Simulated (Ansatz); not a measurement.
# H4CO: the cost of one run

Method: DFT PBE, plane waves, PAW, scalar-relativistic, no spin polarisation, in Ansatz 0.2.0.

## 1. Starting point

The cell holds 36 atoms (C6H24O6): a = 7.380 Å, b = 7.380 Å, c = 7.380 Å, α = 90.00°, β = 90.00°, γ = 90.00°.

Its coordinates follow in the input file.

## 2. Preparing the start

input.yaml reads:

```yaml
accuracy: low
crystal:
  lattice:
    - [7.380323, 0.0, 0.0]
    - [0.0, 7.380323, 0.0]
    - [0.0, 0.0, 7.380323]
  atoms:
    - { symbol: C, position: [0.6066445, 0.5481396, 0.0452017] }
    - { symbol: O, position: [0.6823214, 0.7098112, -0.0276534] }
    - { symbol: H, position: [0.4905981, 0.514828, -0.0397543] }
    - { symbol: H, position: [0.7860738, 0.7415223, 0.0465347] }
    - { symbol: H, position: [0.7022101, 0.4344103, 0.0412551] }
    - { symbol: H, position: [0.5592584, 0.5660572, 0.1849021] }
    - { symbol: C, position: [0.3573714, 0.558289, 0.642141] }
    - { symbol: O, position: [0.3111276, 0.4109539, 0.5267007] }
    - { symbol: H, position: [0.2603999, 0.6657163, 0.6129883] }
    - { symbol: H, position: [0.3963171, 0.3138427, 0.550912] }
    - { symbol: H, position: [0.3465468, 0.5227153, 0.786016] }
    - { symbol: H, position: [0.4942284, 0.6098056, 0.6157046] }
    - { symbol: C, position: [0.4500552, 0.1878176, 0.1497926] }
    - { symbol: O, position: [0.361677, 0.0589287, 0.0368788] }
    - { symbol: H, position: [0.3941565, 0.3196155, 0.1137567] }
    - { symbol: H, position: [0.4099335, -0.0594981, 0.0672171] }
    - { symbol: H, position: [0.4242028, 0.1634497, 0.2940858] }
    - { symbol: H, position: [0.5969138, 0.1911075, 0.127333] }
    - { symbol: C, position: [0.9173598, 0.2171288, 0.7143775] }
    - { symbol: O, position: [0.9072098, 0.3999823, 0.7746612] }
    - { symbol: H, position: [0.7974304, 0.1941964, 0.6314016] }
    - { symbol: H, position: [1.0132161, 0.4227991, 0.8489316] }
    - { symbol: H, position: [1.0378539, 0.191818, 0.6311715] }
    - { symbol: H, position: [0.9158817, 0.1204213, 0.8271966] }
    - { symbol: C, position: [0.1708759, 0.9446935, 0.4127788] }
    - { symbol: O, position: [0.3021067, 0.8333899, 0.325816] }
    - { symbol: H, position: [0.1630037, 1.0690027, 0.3335373] }
    - { symbol: H, position: [0.3108827, 0.7218334, 0.394752] }
    - { symbol: H, position: [0.0363008, 0.8817169, 0.4152659] }
    - { symbol: H, position: [0.2099292, 0.9797504, 0.5518059] }
    - { symbol: C, position: [0.9181956, 0.4793756, 0.2896122] }
    - { symbol: O, position: [0.9278684, 0.2911517, 0.2489827] }
    - { symbol: H, position: [0.7795762, 0.5052002, 0.3333352] }
    - { symbol: H, position: [1.0506899, 0.2657011, 0.2097247] }
    - { symbol: H, position: [1.0103484, 0.518112, 0.3995669] }
    - { symbol: H, position: [0.9468371, 0.5641866, 0.1709974] }
basis:
  ecutwfc: 420.0
kpoints:
  mp_grid: { grid: [1, 1, 1] }
hamiltonian:
  xc: pbe
scf:
  occupations: { method: fermi_dirac, width: 0.05 }
  lower_state_search: "off"
relax:
  f_tol: 0.3
  max_steps: 15
  adjacent_minimum: "off"
```

On the command line:

```sh
ansatz run input.yaml --threads 1 --pin off --max-ram 3072MiB --backend cpu --events-out ev --progress --plain --runs-dir out
```

Q: Estimate wall time and peak memory on 1 thread of Intel Xeon Platinum 8259CL at 2.50GHz (Skylake/Cascade Lake), shared host.

About 30 s, with a peak of 0.47 GiB.
